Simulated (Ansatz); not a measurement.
# P3Pt2: the cost of one run

Program: Ansatz 0.2.0. Level of theory: reference: DFT PBE, plane waves, PAW, scalar-relativistic, no spin polarisation. These are calculated values, not measurements.

## (1) The system as given

It takes space group Fmmm (No. 69, orthorhombic). Conventional cell: a = 7.472 Å, b = 7.995 Å, c = 12.132 Å, α = 90.00°, β = 90.00°, γ = 90.00°. Around Pt (site symmetry m2m) lie 10 P at 2.88 to 2.94 Å. Around Pt (site symmetry 222) lie 8 P at 2.95 to 3.00 Å. P (site symmetry m) is surrounded by 2 P at 1.78 to 1.79 Å. P (site symmetry mm2) is surrounded by 2 P at 1.79 Å.

Coordinates:

```
Pt P
1.0
    -3.99765    0.00000    3.73601
     3.99765    0.00000    3.73601
     0.00000    6.06593    3.73601
Pt P
4 6
Cartesian
  -1.7430 0.0000 3.7360
  1.7430 0.0000 3.7360
  -1.9988 3.0330 5.6040
  1.9988 3.0330 5.6040
  0.0000 0.8917 1.5452
  0.0000 5.1742 5.2812
  0.0000 5.1742 9.6628
  0.0000 0.8917 5.9268
  0.0000 1.7967 7.4720
  0.0000 4.2692 3.7360
```

## (2) Baseline

Contents of input.yaml:

```yaml
crystal:
  lattice:
    - [-3.997651, 0.0, 3.736006]
    - [3.997651, 0.0, 3.736006]
    - [0.0, 6.06593, 3.736006]
  atoms:
    - { symbol: Pt, position: [0.718, 0.282, 0.0] }
    - { symbol: Pt, position: [0.282, 0.718, 0.0] }
    - { symbol: Pt, position: [0.75, 0.25, 0.5] }
    - { symbol: Pt, position: [0.25, 0.75, 0.5] }
    - { symbol: P, position: [0.1333, 0.1333, 0.147] }
    - { symbol: P, position: [0.2803, 0.2803, 0.853] }
    - { symbol: P, position: [0.8667, 0.8667, 0.853] }
    - { symbol: P, position: [0.7197, 0.7197, 0.147] }
    - { symbol: P, position: [0.8519, 0.8519, 0.2962] }
    - { symbol: P, position: [0.1481, 0.1481, 0.7038] }
  symmetry: { tolerance: 0.0003 }
kpoints:
  mp_grid: { grid: [4, 4, 4], shift: [0, 0, 0] }
magnetization:
  spin_polarized: false
scf:
  occupations: { method: methfessel_paxton, width: 0.2623 }
hamiltonian:
  pseudopotentials: { kind: paw }
  xc: pbe
basis:
  ecutwfc: 420
output:
  forces: true
  stress: true
  eigenvalues: true
  write_density: true
  write_potential: true
  elf: true
  volumetric_format: npy
```

Started as:

```bash
$ ansatz run input.yaml --threads 1 --pin off --max-ram 2560MiB --backend cpu --events-out ev --progress --plain --runs-dir out
```

Q: Estimate wall time and peak memory on 1 thread of Arm Neoverse N1, shared host.

About 33 s, with a peak of 0.47 GiB.
